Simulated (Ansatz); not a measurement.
Ta4O:

```
Ta O
1.0
     3.25750    0.00000    0.00000
     0.00000    3.25750    0.00000
     0.00000    0.00000    7.40934
Ta O
4 1
Direct
  0.00000 0.00000 0.00000
  0.50000 0.50000 0.21684
  0.50000 0.50000 0.78316
  0.00000 0.00000 0.50000
  0.50000 0.50000 0.50000
```

The cell comes from a database or a generator and needn't be the stable form of this composition.

| Item | Value |
| --- | --- |
| Program | Ansatz 0.2.0 |
| Task | relaxation of cell and atoms |
| Functional | PBEsol |
| Dispersion | D4 |
| Potentials or basis | Ansatz PAW |
| Cutoff | 420 eV (not typed: the program's choice for these potentials) |
| k mesh | 8 × 8 × 4 |
| Occupations | fermi-dirac, width 0.05 eV |
| Spin | no spin polarisation |

At the start: volume 15.72 Å³/atom.

How do energy, volume and symmetry change on relaxing?

It ends after 8 steps and the volume is 15.03 Å³/atom (-4.4 %); space group P4/mmm (No. 123, to 0.05 Å).

The path:
```tsv
step	energy change (eV)	largest force (eV/Å)	volume (Å³)
1	0.0000	0.0261	78.62
2	-0.1098	0.0551	75.53
3	-0.1124	0.0289	75.15
4	-0.1124	0.0125	75.17
5	-0.1124	0.0042	75.18
6	-0.1088	0.0046	75.18
7	-0.1088	0.0002	75.15
8	-0.1088	0.0002	75.15
```

Final structure:
```
CELL_PARAMETERS angstrom
3.20189 0.00000 0.00000
0.00000 3.20189 0.00000
0.00000 0.00000 7.33000
ATOMIC_POSITIONS crystal
Ta 0.00000 0.00000 0.00000
Ta 0.50000 0.50000 0.21669
Ta 0.50000 0.50000 0.78331
Ta 0.00000 0.00000 0.50000
O 0.50000 0.50000 0.50000
```

Caveat: the plane-wave basis is chosen anew once the cell has moved, so the energies of steps on either side of that aren't comparable; pairwise dispersion overbinds metals, which lowers pressure and volume; the PAW data sets come from PBE, with cores solved anew for the run's functional, which leaves a small shift of forces and pressure.
